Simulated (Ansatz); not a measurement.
**C5H12OSn: basis-set convergence**

One table from this session's results is given with a row withheld; the runs are named, their logs left out.

Program: Ansatz 0.2.0, Gaussian basis. Level of theory: one geometry, several basis sets. These are calculated values, not measurements.

Levels to be run: PBE0-D4/def2-SVP; ωB97M-V/def2-SVP; PBE0-D4/def2-QZVPP; ωB97M-V/def2-QZVPP; the functionals' def2-TZVPP values are taken from earlier runs.

### Structure used throughout

The geometry comes from an earlier relaxation with PBE0-D4 in a triple-zeta def2 set; it is a stationary point, not always the lowest conformer. Sn takes the def2 core potential; no spin-orbit term is included.

SMILES `C=C[CH2][SnH]([CH3])[O]C`, 19 atoms, charge 0, spin multiplicity 1.

Atoms are counted from 1 here; the program's logs count them from 0.

Bond lengths: C1–C2 1.329 Å, C1–H8 1.086 Å, C1–H9 1.083 Å, C2–C3 1.481 Å, C2–H10 1.089 Å, C3–Sn4 2.165 Å, C3–H11 1.092 Å, C3–H12 1.092 Å, Sn4–C5 2.125 Å, Sn4–O6 1.975 Å, Sn4–H13 1.721 Å, C5–H14 1.090 Å, C5–H15 1.090 Å, C5–H16 1.090 Å, O6–C7 1.399 Å, C7–H17 1.095 Å, C7–H18 1.101 Å, C7–H19 1.101 Å. Angles: C2–C1–H8 121.5°, C2–C1–H9 121.4°, H8–C1–H9 117.1°, C1–C2–C3 125.7°, C1–C2–H10 118.3°, C3–C2–H10 116.0°, C2–C3–Sn4 110.3°, C2–C3–H11 112.3°, C2–C3–H12 112.0°, Sn4–C3–H11 107.5°, Sn4–C3–H12 106.1°, H11–C3–H12 108.3°, C3–Sn4–C5 113.8°, C3–Sn4–O6 106.1°, C3–Sn4–H13 111.4°, C5–Sn4–O6 102.9°, C5–Sn4–H13 115.2°, O6–Sn4–H13 106.4° and more.

The first run:

Input file in.yaml:

```yaml
crystal:
  periodic: [false, false, false]
  atoms:
    - {symbol: C, position_ang: [-1.860169, -0.010067, -1.883769]}
    - {symbol: C, position_ang: [-1.755750, -0.717792, -0.763817]}
    - {symbol: C, position_ang: [-0.552150, -1.456301, -0.318564]}
    - {symbol: Sn, position_ang: [0.571160, -0.273051, 1.104614]}
    - {symbol: C, position_ang: [-0.644508, 0.872369, 2.418031]}
    - {symbol: O, position_ang: [1.504209, 1.110514, 0.048851]}
    - {symbol: C, position_ang: [2.434191, 0.734886, -0.926109]}
    - {symbol: H, position_ang: [-1.040308, 0.056295, -2.592256]}
    - {symbol: H, position_ang: [-2.767253, 0.529308, -2.127235]}
    - {symbol: H, position_ang: [-2.607399, -0.740409, -0.085593]}
    - {symbol: H, position_ang: [-0.802257, -2.402578, 0.166357]}
    - {symbol: H, position_ang: [0.130127, -1.664385, -1.145914]}
    - {symbol: H, position_ang: [1.795903, -1.208396, 1.870070]}
    - {symbol: H, position_ang: [-1.374474, 1.426483, 1.827967]}
    - {symbol: H, position_ang: [-0.018729, 1.576039, 2.966531]}
    - {symbol: H, position_ang: [-1.166054, 0.227609, 3.126028]}
    - {symbol: H, position_ang: [2.880679, 1.639326, -1.352465]}
    - {symbol: H, position_ang: [1.977496, 0.173756, -1.755482]}
    - {symbol: H, position_ang: [3.253688, 0.121995, -0.520748]}
basis:
  gaussian: {orbitals: def2-SVP}
hamiltonian: {xc: pbe0, dispersion: d4}
output: {orbitals: {seedname: orbitals}}
```

Among the steps run: PBE0-D4 in def2-SVP; ωB97M-V in def2-SVP; PBE0-D4 in def2-QZVPP; ωB97M-V in def2-QZVPP.

One table of the session follows, with a row left open; its other results are not shown here.

It belongs to the step «Functionals by basis». 

```
functional       basis  HOMO (eV)  LUMO (eV)
   PBE0-D4    def2-SVP      -6.61       0.21
   PBE0-D4  def2-TZVPP      -6.70      -0.05
   PBE0-D4  def2-QZVPP          ?          ?
   ωB97M-V    def2-SVP      -8.76       2.28
   ωB97M-V  def2-TZVPP      -8.84       1.52
   ωB97M-V  def2-QZVPP      -8.85       1.09
```

Q: Estimate the row for PBE0-D4, def2-QZVPP from the others.

As computed: HOMO (eV): -6.71; LUMO (eV): -0.13. In the column «HOMO (eV)» it lies between ωB97M-V, def2-SVP (-8.76) and PBE0-D4, def2-TZVPP (-6.70).
